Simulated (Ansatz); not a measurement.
# AlGaO (singlet): from Hartree-Fock to the top rungs, cc-pVTZ

An exercise on one series of results from a longer session: the logs are not shown, and one member is left open.

Program: Ansatz 0.2.0, Gaussian basis. Level of theory: cc-pVTZ, core rule «outside noble gas», up to 20 orbitals frozen. These are calculated values, not measurements.

The runs, in order: UHF; CCSD(T) on RHF; CCSD(T) on UHF; BCCD(T) on RHF; CCSDT(Q) on RHF; CCSDT(Q) on UHF.

7 further runs of the same task are left out: 3 for a known fault of the program, 4 set aside as unsound or not needed.

## The geometry

The geometry is a PBE0/def2-TZVP stationary point (not a proven minimum). No spin-orbit coupling is included. The filled d shell of Ga may be among the frozen orbitals whatever the setting's name suggests; the logs give the count.

3 atoms, charge 0, spin multiplicity 1.

Atoms are counted from 1 here; the program's logs count them from 0.

Bond lengths: Al1–Ga2 2.689 Å, Ga2–O3 1.662 Å. Angles: Al1–Ga2–O3 180.0°.

Coordinates:

```xyz
3
AlGaO
Al    0.0000    0.0000    2.3464
Ga    0.0000    0.0000   -0.3424
O     0.0000    0.0000   -2.0040
```

The first run:

File in.yaml:

```yaml
crystal:
  periodic: [false, false, false]
  atoms:
    - {symbol: Al, position_ang: [0.000000, 0.000000, 2.346363]}
    - {symbol: Ga, position_ang: [0.000000, 0.000000, -0.342375]}
    - {symbol: O, position_ang: [0.000000, 0.000000, -2.003988]}
basis:
  gaussian: {orbitals: cc-pVTZ}
magnetization: {spin_polarized: true, initial_magnetization: 0}
hamiltonian: {xc: hf}
output: {orbitals: {seedname: orbitals}}
```

Started as:

```console
ansatz run in.yaml --threads 1 --pin off --events-out ev --progress --plain --max-ram 4096MiB --backend cpu
```

Among the steps run: UHF; CCSD(T) on RHF; CCSD(T) on UHF; BCCD(T) on RHF; CCSDT(Q) on RHF; CCSDT(Q) on UHF.

One of the session's tables, all rows but one given; the rest of the session is left out.

```
   method  from RCCSDT(Q) (kcal/mol)
      RHF                    +254.30
      UHF                    +253.80
     RMP2                     +18.51
     UMP2                     +21.75
    RCCSD                     +16.71
    UCCSD                     +16.81
 RCCSD(T)                          ?
 UCCSD(T)                      +2.40
  BCCD(T)                      +2.13
   RCCSDT                      +2.08
   UCCSDT                      +2.11
RCCSDT(Q)                          0
UCCSDT(Q)                      -0.05
```

**Question.** Estimate the row for RCCSD(T).

The run gave: from RCCSDT(Q) (kcal/mol): +2.39. In the column «from RCCSDT(Q) (kcal/mol)» it lies between BCCD(T) (+2.13) and UCCSD(T) (+2.40).

With the free atoms at the same levels and basis (separate runs), the atomisation energy is 6.288 eV at RCCSDT(Q), 6.215 eV at RCCSD(T), 6.214 eV at UCCSD(T), 2.413 eV at RHF.

To keep in mind: Warnings: restricted reference is unstable; spin contamination; large T1 diagnostic. Restricted and unrestricted rows rest on different reference determinants; where their highest levels disagree by more than a few hundredths of an eV, they describe different states and don't form one ladder.
